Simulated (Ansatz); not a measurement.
# BrClGeH₄Si: basis-set convergence

How large a basis does BrClGeH₄Si need? Two functionals are run in growing sets.

Method: one geometry, several basis sets; program: Ansatz 0.2.0, Gaussian basis.

The runs, in order: PBE0-D4/def2-SVP; ωB97M-V/def2-SVP; PBE0-D4/def2-QZVPP; ωB97M-V/def2-QZVPP; the functionals' def2-TZVPP values are taken from earlier runs.

## (1) The geometry

All runs share one geometry, relaxed beforehand with PBE0-D4 in a triple-zeta def2 set.

SMILES `[Cl][GeH2][SiH2]Br`, 8 atoms, charge 0, spin multiplicity 1.

Atoms are counted from 1 here; the program's logs count them from 0.

Bond lengths: Cl1–Ge2 2.162 Å, Ge2–Si3 2.383 Å, Ge2–H5 1.535 Å, Ge2–H6 1.538 Å, Si3–Br4 2.218 Å, Si3–H7 1.485 Å, Si3–H8 1.482 Å. Angles: Cl1–Ge2–Si3 106.2°, Cl1–Ge2–H5 106.8°, Cl1–Ge2–H6 106.6°, Si3–Ge2–H5 113.0°, Si3–Ge2–H6 113.3°, H5–Ge2–H6 110.5°, Ge2–Si3–Br4 108.3°, Ge2–Si3–H7 110.9°, Ge2–Si3–H8 110.4°, Br4–Si3–H7 108.4°, Br4–Si3–H8 108.7°, H7–Si3–H8 110.1°.

## (2) PBE0-D4 in def2-SVP

File in.yaml:

```yaml
crystal:
  periodic: [false, false, false]
  atoms:
    - {symbol: Cl, position_ang: [-2.118092, 1.540008, -0.001107]}
    - {symbol: Ge, position_ang: [0.011174, 1.182680, 0.102910]}
    - {symbol: Si, position_ang: [0.288984, -1.183660, 0.070227]}
    - {symbol: Br, position_ang: [-0.449691, -1.944013, -1.878602]}
    - {symbol: H, position_ang: [0.637615, 1.876675, -1.114696]}
    - {symbol: H, position_ang: [0.502177, 1.834681, 1.406272]}
    - {symbol: H, position_ang: [1.720995, -1.551469, 0.203748]}
    - {symbol: H, position_ang: [-0.500862, -1.812002, 1.155350]}
basis:
  gaussian: {orbitals: def2-SVP}
hamiltonian: {xc: pbe0, dispersion: d4}
output: {orbitals: {seedname: orbitals}}
```

Further steps of the session: ωB97M-V in def2-SVP; PBE0-D4 in def2-QZVPP; ωB97M-V in def2-QZVPP.

**Question.** What will the summary of the whole plan be? Wanted: PBE0-D4: double and triple zeta above quadruple; ωB97M-V: double and triple zeta above quadruple.

As calculated:

| quantity | value |
| --- | --- |
| PBE0-D4: double and triple zeta above quadruple | 26.11, 3.29 eV |
| ωB97M-V: double and triple zeta above quadruple | 25.93, 3.17 eV |

In words: PBE0-D4 gains 22.83 eV from double to triple zeta, then 3.29 eV more. Total energies overstate the basis error of differences, where much of it tends to cancel. The LUMO of ωB97M-V is positive and keeps falling with the basis (1.07 to 0.55 eV): an unbound level that the basis holds in place.
